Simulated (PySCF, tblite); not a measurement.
# C₄H₄FN₃: geometry, infrared bands and NMR shifts

Wanted: the infrared bands and NMR shifts of C₄H₄FN₃ (`Cc1cnc(F)nn1`), by calculation.

The runs use tblite 0.8.0 and PySCF 2.14.0, with density-fitted response routines of our own; the level of theory stands in each step. All values are computed, except where a source is named. Atoms are numbered from 0 throughout.

### 1 The molecule as given

12 atoms, charge 0, multiplicity 1; geometry from: force field or distance geometry start.

Bonds of the start (Å): C0–C1 1.48, C1–C2 1.38, C2–N3 1.34, N3–C4 1.35, C4–F5 1.34, C4–N6 1.34, N6–N7 1.36, N7–C1 1.36, C0–H8 1.09, C0–H9 1.10, C0–H10 1.10, C2–H11 1.09.

### 2 Optimising the geometry with GFN2-xTB

Job settings and geometry (Å):

```
{"job": {"kind": "relax", "xc": "GFN2-xTB", "basis": "xTB"}, "charge": 0, "multiplicity": 1}
C     -1.898200     0.032600     0.352400
C     -0.429900     0.089600     0.180900
C      0.227400    -0.559300    -0.846500
N      1.554600    -0.522400    -1.033200
C      2.226300     0.173500    -0.091500
F      3.556400     0.238300    -0.220100
N      1.658100     0.826100     0.936400
N      0.308200     0.781800     1.092700
H     -2.394300     0.464000    -0.522200
H     -2.244400    -1.000500     0.482600
H     -2.224700     0.601400     1.233100
H     -0.338300    -1.125900    -1.590600
```

Started as:

```
$ OMP_NUM_THREADS=1 python probes_run.py task.json out
```

One launch serves the whole session: the jobs run in the order shown.

**Question.** This job is followed by: GFN2-xTB harmonic vibrations, gas phase; GIAO PBE0/pcSseg-1 NMR shielding, non-relativistic, gas phase. Predict these results of the whole session: strongest single infrared mode (GFN2-xTB); zero-point energy (GFN2-xTB); 13C shifts against TMS (PBE0/pcSseg-1); 1H shifts against TMS (PBE0/pcSseg-1, means over atoms taken as alike); 15N shifts against NH3 (PBE0/pcSseg-1); 19F shifts against CFCl3 (PBE0/pcSseg-1); surface potential, 1st and 99th percentile.

**Answer**, as computed:

| quantity | value |
| --- | --- |
| strongest single infrared mode (GFN2-xTB) | 1397 cm⁻¹, 242 km/mol |
| zero-point energy (GFN2-xTB) | 50.8 kcal/mol |
| 13C shifts against TMS (PBE0/pcSseg-1) | 173.7, 163.2, 156.1, 21.3 ppm |
| 1H shifts against TMS (PBE0/pcSseg-1, means over atoms taken as alike) | 8.55, 2.98 ppm |
| 15N shifts against NH3 (PBE0/pcSseg-1) | 494.3, 398.2, 301.9 ppm |
| 19F shifts against CFCl3 (PBE0/pcSseg-1) | -65.9 ppm |
| surface potential, 1st and 99th percentile | -1.65 V and 1.61 V |

In words: The optimisation took 24 steps and gained 0.249 eV; among the close pairs (by a distance rule), N6–N7 changed most, from 1.360 to 1.301 Å. All 30 modes are real, so the xTB geometry is a minimum. The strongest single mode, at 1397 cm⁻¹, is spread over several atoms, C0, C1, H9, H8 among them. GFN2-xTB is a fitted tight-binding method: band positions and strengths are rough. Its intensities can rank the bands wrongly. At PBE0/pcSseg-1: The largest span, 897 ppm, is at N7, where the paramagnetic term is -550 ppm. NICS(1)zz of -26 ppm above the planar ring from C1 marks a diatropic (aromatic) ring current. At PBE0/pcSseg-1, counted by nearest atom on the grid, the HOMO lies on N6, N7 about 33 % each; N3 14 %, the LUMO on N3, N7 about 23 % each; C2 22 %.
